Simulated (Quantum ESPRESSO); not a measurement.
# WS: zone-centre phonons under several settings

```xyz
2
Lattice="3.0079 0.0000 0.0000 0.0000 3.0079 0.0000 0.0000 0.0000 3.0079" Properties=species:S:1:pos:R:3 pbc="T T T"
W     1.5039    1.5039    1.5039
S     0.0000    0.0000    0.0000
```

The cell was built by a generator and needn't be a form met in nature.

All runs used Quantum ESPRESSO 7.5; k mesh 6 × 6 × 6, shifted; no spin polarisation; occupations fermi-dirac, width 0.05 eV.

```tsv
level	potentials	geometry	cutoff (eV)	volume (Å³/atom)	pressure (GPa)	lowest optical mode without the field (cm⁻¹)
LDA	PseudoDojo 0.4.1 SR LDA standard	given cell, atoms relaxed	952	13.61	?	?
WC	GBRV 1.5 PBE	relaxed cell	762	13.34	0.0	209
PBE	PseudoDojo 0.4 SR PBE stringent	relaxed cell	1225	13.63	0.0	194
```

Q: What stands in the row left open?

A: Pressure -12.0 GPa; lowest optical mode without the field 174 cm⁻¹.

Caveats: the mesh is thin for the phonons of a metal; the cell is more than 3 GPa from zero pressure, which shifts response properties (some runs); the potentials were made for another functional, which shifts forces and pressure (some runs).

For the row left open. Caveat: the k mesh is coarse; the mesh is thin for the phonons of a metal; the cell is more than 3 GPa from zero pressure, which shifts response properties.
